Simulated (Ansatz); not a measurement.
# MnSe: the cost of one run

Program: Ansatz 0.2.0. Level of theory: DFT LDA+U (U_eff = 8 eV on Mn d), plane waves, PAW. These are calculated values, not measurements.

The COD entry's cell or inner coordinates are ideal or old and differ from later refinements, so a difference from it is no clean test against experiment.

## (1) The structure to begin with

Symmetry: Fm-3m, No. 225, cubic system. Conventional cell: a = 5.448 Å, b = 5.448 Å, c = 5.448 Å, α = 90.00°, β = 90.00°, γ = 90.00°. Around Mn (site symmetry m-3m) lie 6 Se at 2.72 Å. Around Se (site symmetry m-3m) lie 6 Mn at 2.72 Å.

Coordinates:

```cif
data_structure
_symmetry_space_group_name_H-M 'Fm-3m'
_symmetry_Int_Tables_number 225
_cell_length_a 5.4480
_cell_length_b 5.4480
_cell_length_c 5.4480
_cell_angle_alpha 90.000
_cell_angle_beta 90.000
_cell_angle_gamma 90.000
_cell_volume 161.70
loop_
_atom_site_label
_atom_site_type_symbol
_atom_site_symmetry_multiplicity
_atom_site_Wyckoff_symbol
_atom_site_fract_x
_atom_site_fract_y
_atom_site_fract_z
_atom_site_occupancy
Mn1 Mn 4 a 0.00000 0.00000 0.00000 1
Se1 Se 4 b 0.50000 0.00000 0.00000 1
```

## (2) Ferromagnetic start, free, symmetry kept, no search

Input file input.yaml:

```yaml
crystal:
  lattice:
    - [0.0, 2.72399958, 2.72399958]
    - [2.72399958, 0.0, 2.72399958]
    - [2.72399958, 2.72399958, 0.0]
  atoms:
    - { symbol: Mn, position: [0.0, 0.0, 0.0], spin: 5.0 }
    - { symbol: Se, position: [0.5, 0.5, 0.5] }
basis:
  ecutwfc: 420
  ecutrho_ratio: 4
kpoints:
  mp_grid: { grid: [6, 6, 6] }
hamiltonian:
  xc: lda
  hubbard: { sites: [{ site: 0, l: d, u_eff: 8.0 }] }
scf:
  occupations: { method: gaussian, width: 0.05 }
  lower_state_search: "off"
  max_iter: 150
output:
  forces: true
  stress: true
  eigenvalues: true
  populations: true
  hubbard: { sites: [{ site: 0, l: d }] }
magnetization:
  spin_polarized: true
```

Run with:

```sh
ansatz run input.yaml --threads 2 --pin off --max-ram 3072MiB --backend cpu --events-out ev --progress --plain --runs-dir out
```

What time and memory should one allow on 2 threads of Arm Neoverse V2, shared host?

About 1.6 s, with a peak of 0.32 GiB.
